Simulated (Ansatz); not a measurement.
**SnO: a single-point run**

The task is a single-point run on SnO. The structure is shown as the input types it.

Program: Ansatz 0.2.0. Level of theory: density functional or hybrid calculation with the settings of its input, plane waves (as first typed). These are calculated values, not measurements.

4 further runs of the same task are left out: 1 for a known fault of the program, 3 that didn't finish.

## Step 1: The structure to begin with

Symmetry: P4/nmm, No. 129, tetragonal system. The conventional cell has a = 3.793 Å, b = 3.793 Å, c = 4.758 Å, α = 90.00°, β = 90.00°, γ = 90.00°. Sn (site symmetry 4mm) is surrounded by 4 O at 2.22 Å. O (site symmetry -4m2) has 4 Sn at 2.22 Å as nearest neighbours.

Structure file:

```xyz
4
Lattice="3.7926 0.0000 0.0000 0.0000 3.7926 0.0000 0.0000 0.0000 4.7582" Properties=species:S:1:pos:R:3 pbc="T T T"
Sn    1.8963    0.0000    1.1469
Sn    0.0000    1.8963    3.6113
O     0.0000    0.0000    0.0000
O     1.8963    1.8963    0.0000
```

## Step 2: Running it

input.yaml

```yaml
crystal:
  lattice:
    - [3.7926488508, 0.0, 0.0]
    - [0.0, 3.7926488508, 0.0]
    - [0.0, 0.0, 4.7582138634]
  atoms:
    - { symbol: Sn, position: [0.5, 0.0, 0.2410340823] }
    - { symbol: Sn, position: [0.0, 0.5, 0.7589659177] }
    - { symbol: O, position: [0.0, 0.0, 0.0] }
    - { symbol: O, position: [0.5, 0.5, 0.0] }
kpoints:
  mp_grid: { grid: [4, 4, 4] }
hamiltonian:
  xc: pbesol
scf:
  occupations: { method: fermi_dirac, width: 0.02 }
  n_extra_bands: 5
  max_iter: 65
output:
  forces: true
  stress: true
  eigenvalues: true
basis:
  ecutwfc: 160
```

On the command line:

```
$ ansatz run input.yaml --threads 4 --pin off --max-ram 3686MiB --backend cpu --events-out ev --progress --plain --runs-dir out
```

What happens when this is run?

The run converged and reported no error, with warnings (cutoff below recommended). It gives a pressure of 25 GPa and a largest force of 6.4 eV/Å, which is large; a structure far from rest gives such values too, whatever the setting.

The suspect setting: basis.ecutwfc is 160. The cutoff lies far under what these potentials need. The potentials' recommended cutoff is 420 eV.

The test: delete basis.ecutwfc (the default then holds).
